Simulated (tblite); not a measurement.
# C4H9F3Si2: the cost of one run

Programs: tblite 0.8.0 and PySCF 2.14.0, with density-fitted response routines of our own. Each step states its level of theory. These are calculated values for one molecule in the gas phase, unless marked as measured. Atoms count from 0, in the outputs and in this text.

## 1. Starting geometry

18 atoms, charge 0, multiplicity 1; geometry from: force field or distance geometry start.

Bonds of the start (Å): C0–Si1 1.86, Si1–C2 1.83, C2–C3 1.35, C3–Si4 1.86, C3–C5 1.51, C5–F6 1.36, C5–F7 1.34, C5–F8 1.36, C0–H9 1.10, C0–H10 1.08, C0–H11 1.09, Si1–H12 1.47, Si1–H13 1.48, C2–H14 1.10, Si4–H15 1.49, Si4–H16 1.48, Si4–H17 1.49.

## 2. Relaxing the molecule with GFN2-xTB

What the job is given:

```
{"job": {"kind": "relax", "xc": "GFN2-xTB", "basis": "xTB"}, "charge": 0, "multiplicity": 1}
C      2.766000    -0.158800     0.502000
Si     1.721100     0.007500    -1.031300
C      0.068100     0.700300    -0.659300
C     -1.010500     0.133100    -0.072200
Si    -2.610600     1.055100     0.169000
C     -1.150800    -1.261800     0.501900
F      0.014300    -1.963600     0.472700
F     -2.049500    -1.997800    -0.172700
F     -1.531200    -1.248700     1.806700
H      2.289200    -0.827500     1.237100
H      3.744300    -0.559700     0.264500
H      2.897000     0.811800     0.988700
H      2.391500     0.912500    -1.972500
H      1.561300    -1.311300    -1.689600
H     -0.007600     1.736500    -1.022700
H     -2.551800     1.837800     1.434100
H     -3.766500     0.137000     0.196800
H     -2.782900     2.004000    -0.964700
```

On the command line:

```console
$ OMP_NUM_THREADS=1 python probes_run.py task.json out
```

The driver reads the jobs from task.json and runs them one after another.

**Question.** How long does this first job take on 1 thread of Arm Neoverse N1, shared host, and how much memory does it need?

About 2.2 s, with a peak of 0.18 GiB.
